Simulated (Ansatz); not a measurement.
I need a band structure of Br, space group Pm-3m. Use the Python package of Ansatz (0.2.0). Settings: LDA, PAW, cutoff 272 eV, 3×3×3 k-points, cold smearing of 0.01 eV.

The script reads `br.extxyz`:
```text
3
Lattice="4.59764038 0.0 0.0 0.0 4.59764038 0.0 0.0 0.0 4.59764038" Properties=species:S:1:pos:R:3 pbc="T T T"
Br    2.29882019    0.00000000    0.00000000
Br    0.00000000    2.29882019    0.00000000
Br    0.00000000    0.00000000    2.29882019
```

`run_bands.py`
```python
import ansatz as az
import numpy as np

XC = "lda"
KMESH = (3, 3, 3)
FILLING = "cold"
TOLERANCE = 1e-05
MAX_ITERATIONS = 60
EXTRA_BANDS = 6


def main() -> None:
    br = az.Crystal.from_extxyz("br.extxyz")

    path = [
        ("G", (0.0, 0.0, 0.0)),
        ("X", (0.0, 0.5, 0.0)),
        ("M", (0.5, 0.5, 0.0)),
        ("G", (0.0, 0.0, 0.0)),
        ("R", (0.5, 0.5, 0.5)),
    ]
    model = br.calculation()
    model = model.functional(XC)
    model = model.basis(20 * az.Ry)
    model = model.kpoints(*KMESH, center="gamma").occupations(FILLING, width=10 * az.meV)
    model = model.scf(tolerance=TOLERANCE, max_iterations=MAX_ITERATIONS).band_structure([point for _, point in path], intervals=6)
    model = model.scf(extra_bands=EXTRA_BANDS).density()
    history = []
    out = model.session().plan().execute(on_event=lambda event: history.append(event["data"]["dr2_ev"]) if event["event"] == "scf_iter" else None)
    report = out.report
    print("density residual by iteration (eV):", " ".join(f"{value:.1e}" for value in history[:40]))

    print("%-22s %14.5f eV" % ("F = E - TS", report["free_energy_ev"]))
    print("%-22s %14.5f eV" % ("E", report["internal_energy_ev"]))
    print("%-22s %14.5f eV" % ("Harris-Foulkes", report["harris_foulkes_ev"]))
    print("%-22s %14.5f eV" % ("Fermi level", report["fermi_energy_ev"]))

    rho = out.density()
    total = sum(ch.density_e_per_ang3 for ch in rho.channels[:2]) if len(rho.channels) < 3 else rho.channels[0].density_e_per_ang3
    print("grid", rho.dims, "electrons", round(float(total.mean() * rho.cell_volume_ang3), 4))
    print(f"density range {total.min():.4f} to {total.max():.4f} e/A^3")
    print(np.array2string(total[:: max(rho.dims[0] // 8, 1), :: max(rho.dims[1] // 8, 1), 0], precision=3, suppress_small=True))

    bands = out.band_structure()
    fermi = bands.fermi_energy_ev
    print(f"zero of the bands: {fermi:.3f} eV, the Fermi level found on the SCF mesh")
    for spin, channel in enumerate(bands.channels):
        print("channel", spin, "- computed levels within 8 eV of the Fermi level")
        for i, (label, _) in enumerate(path):
            levels = channel.eigenvalues_ev[i * 6] - fermi
            print(f"  {label:3s}", " ".join(f"{e:7.3f}" for e in levels if abs(e) < 8))


if __name__ == "__main__":
    main()
```

`python run_bands.py` gives:
```text
DeckWarning: basis.ecutwfc = 272.11386245988 eV is below the records' recommended 420 eV, and the density's cutoff is lower with it unless basis.ecutrho_ratio is high enough to keep the records' density cutoff: compare with a run at a higher cutoff
density residual by iteration (eV): 2.8e-02 1.1e-02 5.1e-04 8.8e-05 6.6e-07
F = E - TS                -8079.63012 eV
E                         -8079.62997 eV
Harris-Foulkes            -8079.63012 eV
Fermi level                   1.88152 eV
grid (25, 25, 25) electrons 21.0
density range 0.0018 to 1.1663 e/A^3
[[0.027 0.051 0.277 1.132 0.107 0.941 0.525 0.083 0.029]
 [0.051 0.061 0.194 0.863 1.142 1.096 0.333 0.079 0.051]
 [0.277 0.194 0.127 0.226 0.388 0.29  0.14  0.158 0.265]
 [1.132 0.863 0.226 0.072 0.061 0.063 0.141 0.604 1.124]
 [0.107 1.142 0.388 0.061 0.021 0.037 0.203 1.071 0.292]
 [0.941 1.096 0.29  0.063 0.037 0.046 0.165 0.829 1.02 ]
 [0.525 0.333 0.14  0.141 0.203 0.165 0.122 0.246 0.498]
 [0.083 0.079 0.158 0.604 1.071 0.829 0.246 0.086 0.082]
 [0.029 0.051 0.265 1.124 0.292 1.02  0.498 0.082 0.031]]
zero of the bands: 1.882 eV, the Fermi level found on the SCF mesh
channel 0 - computed levels within 8 eV of the Fermi level
  G    -3.662  -3.662  -3.662  -0.960  -0.960  -0.960   0.333   0.333   0.333   4.801   7.038
  X    -3.022  -3.022  -2.353  -1.936  -1.732  -1.732  -1.430  -0.067  -0.067   7.126   7.778
  M    -3.727  -3.563  -1.976  -1.853  -1.853  -1.664  -1.664   0.279   0.491   7.822
  G    -3.662  -3.662  -3.662  -0.960  -0.960  -0.960   0.333   0.333   0.333   4.801   7.038
  R    -5.079  -3.615  -3.615  -3.615   0.327   0.327   0.513   0.513   0.513   5.272
```
(Warnings from the package without file and line.)

The settings weren't tested for convergence. The cutoff lies under the one recommended for these potentials. The cell holds an odd number of electrons and is run without spin, so a magnetic state may lie lower. For a metal this mesh is far too coarse, so the numbers only illustrate the procedure. Only differences from the Fermi energy are physical; the zero of the scale is a convention. The fields are valence quantities on the plane-wave grid; their values near the nuclei depend on the potentials. This isn't the structure that Br takes at ambient conditions. Levels are Kohn-Sham eigenvalues on this mesh, without spin-orbit coupling. Run time: 0.7 s on 1 thread of AMD EPYC 9R45 96-Core Processor (Zen 5), on a shared host, peak memory 0.34 GiB.

(Lines on the test bed's own set-up are left out of the output.)
